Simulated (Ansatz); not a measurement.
# C₃H₈AlF₂N: how energies converge with the basis set

One table from this session's results is given with a row withheld; the runs are named, their logs left out.

Computed with Ansatz 0.2.0, Gaussian basis. Level: one geometry, several basis sets.

The runs, in order: PBE0-D4/def2-SVP; ωB97M-V/def2-SVP; PBE0-D4/def2-QZVPP; ωB97M-V/def2-QZVPP; the functionals' def2-TZVPP values are taken from earlier runs.

## The relaxed structure

The geometry comes from an earlier relaxation with PBE0-D4 in a triple-zeta def2 set; it is a stationary point, not always the lowest conformer.

SMILES `CC(C)[NH][Al]([F])[F]`, 15 atoms, charge 0, spin multiplicity 1.

Atoms are counted from 1 here; the program's logs count them from 0.

Bond lengths: C1–C2 1.522 Å, C1–H8 1.095 Å, C1–H9 1.093 Å, C1–H10 1.092 Å, C2–C3 1.522 Å, C2–N4 1.457 Å, C2–H11 1.096 Å, C3–H12 1.093 Å, C3–H13 1.092 Å, C3–H14 1.095 Å, N4–Al5 1.747 Å, N4–H15 1.011 Å, Al5–F6 1.642 Å, Al5–F7 1.641 Å. Angles: C2–C1–H8 110.4°, C2–C1–H9 111.2°, C2–C1–H10 110.9°, H8–C1–H9 107.8°, H8–C1–H10 108.0°, H9–C1–H10 108.5°, C1–C2–C3 111.2°, C1–C2–N4 111.2°, C1–C2–H11 108.1°, C3–C2–N4 111.2°, C3–C2–H11 108.1°, N4–C2–H11 107.0°, C2–C3–H12 111.2°, C2–C3–H13 110.9°, C2–C3–H14 110.4°, H12–C3–H13 108.5°, H12–C3–H14 107.8°, H13–C3–H14 108.0° and more.

Coordinates:

```
C    -0.5879   -0.3510    1.5613
C     0.2631   -0.0985    0.3256
C     1.0516   -1.3403   -0.0634
N    -0.5506    0.3775   -0.7859
Al   -0.4524    1.9120   -1.6143
F     0.6634    3.0275   -1.1602
F    -1.4635    2.2720   -2.8558
H    -1.3270   -1.1338    1.3616
H     0.0255   -0.6786    2.4044
H    -1.1251    0.5529    1.8545
H     0.9782    0.6979    0.5622
H     1.6856   -1.6805    0.7591
H     1.6851   -1.1428   -0.9302
H     0.3712   -2.1585   -0.3213
H    -1.2391   -0.3064   -1.0685
```

The first run:

in.yaml reads:

```yaml
crystal:
  periodic: [false, false, false]
  atoms:
    - {symbol: C, position_ang: [-0.587930, -0.351036, 1.561321]}
    - {symbol: C, position_ang: [0.263125, -0.098523, 0.325558]}
    - {symbol: C, position_ang: [1.051586, -1.340334, -0.063431]}
    - {symbol: N, position_ang: [-0.550568, 0.377451, -0.785895]}
    - {symbol: Al, position_ang: [-0.452380, 1.912016, -1.614294]}
    - {symbol: F, position_ang: [0.663399, 3.027513, -1.160194]}
    - {symbol: F, position_ang: [-1.463489, 2.272013, -2.855759]}
    - {symbol: H, position_ang: [-1.326970, -1.133806, 1.361637]}
    - {symbol: H, position_ang: [0.025473, -0.678627, 2.404390]}
    - {symbol: H, position_ang: [-1.125114, 0.552929, 1.854522]}
    - {symbol: H, position_ang: [0.978207, 0.697901, 0.562248]}
    - {symbol: H, position_ang: [1.685614, -1.680545, 0.759115]}
    - {symbol: H, position_ang: [1.685113, -1.142768, -0.930203]}
    - {symbol: H, position_ang: [0.371213, -2.158495, -0.321341]}
    - {symbol: H, position_ang: [-1.239078, -0.306389, -1.068475]}
basis:
  gaussian: {orbitals: def2-SVP}
hamiltonian: {xc: pbe0, dispersion: d4}
output: {orbitals: {seedname: orbitals}}
```

Run with:

```
> ansatz run in.yaml --threads 4 --pin off --events-out ev --progress --plain --max-ram 11315MiB
```

Among the steps run: PBE0-D4 in def2-SVP; ωB97M-V in def2-SVP; PBE0-D4 in def2-QZVPP; ωB97M-V in def2-QZVPP.

One of the session's tables, all rows but one given; the rest of the session is left out.

It belongs to the step «Density functionals: the series». 

| functional | basis | HOMO (eV) |
| --- | --- | --- |
| PBE0-D4 | def2-SVP | -7.12 |
| PBE0-D4 | def2-TZVPP | ? |
| PBE0-D4 | def2-QZVPP | -7.28 |
| ωB97M-V | def2-SVP | -9.44 |
| ωB97M-V | def2-TZVPP | -9.60 |
| ωB97M-V | def2-QZVPP | -9.63 |

Q: Estimate the row for PBE0-D4, def2-TZVPP from the others.

**Answer.** HOMO (eV): -7.26. In the column «HOMO (eV)» it lies between PBE0-D4, def2-QZVPP (-7.28) and PBE0-D4, def2-SVP (-7.12).
